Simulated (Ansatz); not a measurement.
# ClF4HOW: basis-set convergence

One table from this session's results is given with a row withheld; the runs are named, their logs left out.

Method: one geometry, several basis sets; program: Ansatz 0.2.0, Gaussian basis.

Levels to be run: PBE0-D4/def2-SVP; ωB97M-V/def2-SVP; PBE0-D4/def2-QZVPP; ωB97M-V/def2-QZVPP; the functionals' def2-TZVPP values are taken from earlier runs.

## The relaxed structure

All runs share one geometry, relaxed beforehand with PBE0-D4 in a triple-zeta def2 set. W takes the def2 core potential; no spin-orbit term is included.

SMILES `[OH][W]([F])([F])([F])([F])[Cl]`, 8 atoms, charge 0, spin multiplicity 1.

Atoms are counted from 1 here; the program's logs count them from 0.

Bond lengths: O1–W2 1.836 Å, O1–H8 0.959 Å, W2–F3 1.847 Å, W2–F4 1.847 Å, W2–F5 1.845 Å, W2–F6 1.862 Å, W2–Cl7 2.269 Å. Angles: W2–O1–H8 142.7°, O1–W2–F3 92.6°, O1–W2–F4 92.5°, O1–W2–F5 172.0°, O1–W2–F6 86.9°, O1–W2–Cl7 94.4°, F3–W2–F4 174.8°, F3–W2–F5 87.4°, F3–W2–F6 89.7°, F3–W2–Cl7 90.2°, F4–W2–F5 87.4°, F4–W2–F6 89.7°, F4–W2–Cl7 90.2°, F5–W2–F6 85.1°, F5–W2–Cl7 93.6°, F6–W2–Cl7 178.7°.

Coordinates:

```xyz
8
ClF4HOW
O    -0.3987   -1.4329    0.4018
W     0.1229    0.2479   -0.1203
F     1.3976    0.3561    1.2114
F    -1.1240    0.3016   -1.4812
F     0.4695    2.0243   -0.4800
F    -1.1559    0.9032    1.0638
Cl    1.6940   -0.5017   -1.5760
H    -1.0054   -1.8985    0.9804
```

Set-up of the first run:

Contents of in.yaml:

```yaml
crystal:
  periodic: [false, false, false]
  atoms:
    - {symbol: O, position_ang: [-0.398658, -1.432869, 0.401801]}
    - {symbol: W, position_ang: [0.122902, 0.247923, -0.120257]}
    - {symbol: F, position_ang: [1.397573, 0.356102, 1.211373]}
    - {symbol: F, position_ang: [-1.123996, 0.301561, -1.481180]}
    - {symbol: F, position_ang: [0.469497, 2.024336, -0.479977]}
    - {symbol: F, position_ang: [-1.155915, 0.903175, 1.063848]}
    - {symbol: Cl, position_ang: [1.693951, -0.501730, -1.576003]}
    - {symbol: H, position_ang: [-1.005363, -1.898498, 0.980395]}
basis:
  gaussian: {orbitals: def2-SVP}
hamiltonian: {xc: pbe0, dispersion: d4}
output: {orbitals: {seedname: orbitals}}
```

Run with:

```
$ ansatz run in.yaml --threads 4 --pin off --events-out ev --progress --plain --max-ram 11315MiB
```

Among the steps run: PBE0-D4 in def2-SVP; ωB97M-V in def2-SVP; PBE0-D4 in def2-QZVPP; ωB97M-V in def2-QZVPP.

One table of the session follows, with a row left open; its other results are not shown here.

It belongs to the step «Functionals by basis». 

```
functional       basis  HOMO (eV)  LUMO (eV)
   PBE0-D4    def2-SVP     -10.12      -4.33
   PBE0-D4  def2-TZVPP     -10.10      -4.17
   PBE0-D4  def2-QZVPP     -10.12      -4.19
   ωB97M-V    def2-SVP     -12.32      -2.19
   ωB97M-V  def2-TZVPP          ?          ?
   ωB97M-V  def2-QZVPP     -12.37      -2.08
```

**Question.** Estimate the row for ωB97M-V, def2-TZVPP.

The run gave: HOMO (eV): -12.34; LUMO (eV): -2.03. In the column «HOMO (eV)» it lies between ωB97M-V, def2-QZVPP (-12.37) and ωB97M-V, def2-SVP (-12.32).
